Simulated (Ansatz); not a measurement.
# CH4GeOS: the cost of one run

Computed with Ansatz 0.2.0 through its Python package. The levels of theory stand in the script.

## (1) Starting point

Bond lengths: O1–C2 1.219 Å, C2–Ge3 1.920 Å, Ge3–S4 2.220 Å, C2–H5 1.084 Å, Ge3–H6 1.550 Å, Ge3–H7 1.550 Å, S4–H8 1.407 Å. Angles: O1–C2–Ge3 120.0°, O1–C2–H5 120.0°, Ge3–C2–H5 120.0°, C2–Ge3–S4 109.4°, C2–Ge3–H6 109.4°, C2–Ge3–H7 109.6°, S4–Ge3–H6 109.5°, S4–Ge3–H7 109.5°, H6–Ge3–H7 109.5°, Ge3–S4–H8 92.0°.

The script holds or builds the structure itself.

## (2) The script

Input file run_methods.py:

```python
"""CH4GeOS at several levels of theory."""

from pathlib import Path

import ansatz as az
import numpy as np

mol = (
    az.Crystal.molecule()
    .atom("O", [-2.3184, 0.0873, -0.8345])
    .atom("C", [-1.5426, -0.2472, 0.0449])
    .atom("Ge", [0.2673, 0.3921, 0.0229])
    .atom("S", [1.6572, -1.3354, -0.0972])
    .atom("H", [-1.8744, -0.9068, 0.839])
    .atom("H", [0.5478, 1.1913, 1.3209])
    .atom("H", [0.4788, 1.3114, -1.2072])
    .atom("H", [2.7843, -0.4928, -0.0888])
)

calc = mol.calculation().basis(gaussian="def2-SVP")

print("functional    E (Ha)        dipole (D)   HOMO (eV)  LUMO (eV)")
for name in ["r2scan", "r2scan0", "b3lyp", "cam_b3lyp"]:
    rep = calc.functional(name).forces().orbitals().run(threads=1, pin="off", runs_dir="runs").report
    lines = Path(rep["orbitals_path"]).read_text().splitlines()
    field_of = lambda key: [line.split("=")[1].strip() for line in lines if line.startswith(key)]
    orbitals = [(27.211386 * float(e), s, float(n)) for e, s, n in zip(field_of("Ene="), field_of("Spin="), field_of("Occup="))]
    homo = max(e for e, _, n in orbitals if n > 0.5)
    lumo = min(e for e, _, n in orbitals if n < 0.5)
    dipole = 4.803205 * np.linalg.norm(rep["charge_distribution"]["dipole_moment_e_ang"])
    print(f"{name:10s} {rep['free_energy_ev'] / 27.211386246:14.6f} {dipole:9.3f} {homo:11.3f} {lumo:10.3f}")
```

## (3) What the engine is handed

The package turns the script's settings into the engine's input (first run):

```yaml
crystal:
  periodic: [false, false, false]
  atoms:
    - { symbol: O, position_ang: [-2.3184, 0.0873, -0.8345] }
    - { symbol: C, position_ang: [-1.5426, -0.2472, 0.0449] }
    - { symbol: Ge, position_ang: [0.2673, 0.3921, 0.0229] }
    - { symbol: S, position_ang: [1.6572, -1.3354, -0.0972] }
    - { symbol: H, position_ang: [-1.8744, -0.9068, 0.839] }
    - { symbol: H, position_ang: [0.5478, 1.1913, 1.3209] }
    - { symbol: H, position_ang: [0.4788, 1.3114, -1.2072] }
    - { symbol: H, position_ang: [2.7843, -0.4928, -0.0888] }
basis:
  gaussian:
    orbitals: def2-SVP
hamiltonian:
  xc: r2scan
output:
  orbitals: {}
  forces: true
```

## (4) Launch

Started as:

```console
$ python run_methods.py
```

What time and memory should one allow on 1 thread of Arm Neoverse V1, shared host?

About 24 s, with a peak of 0.32 GiB.
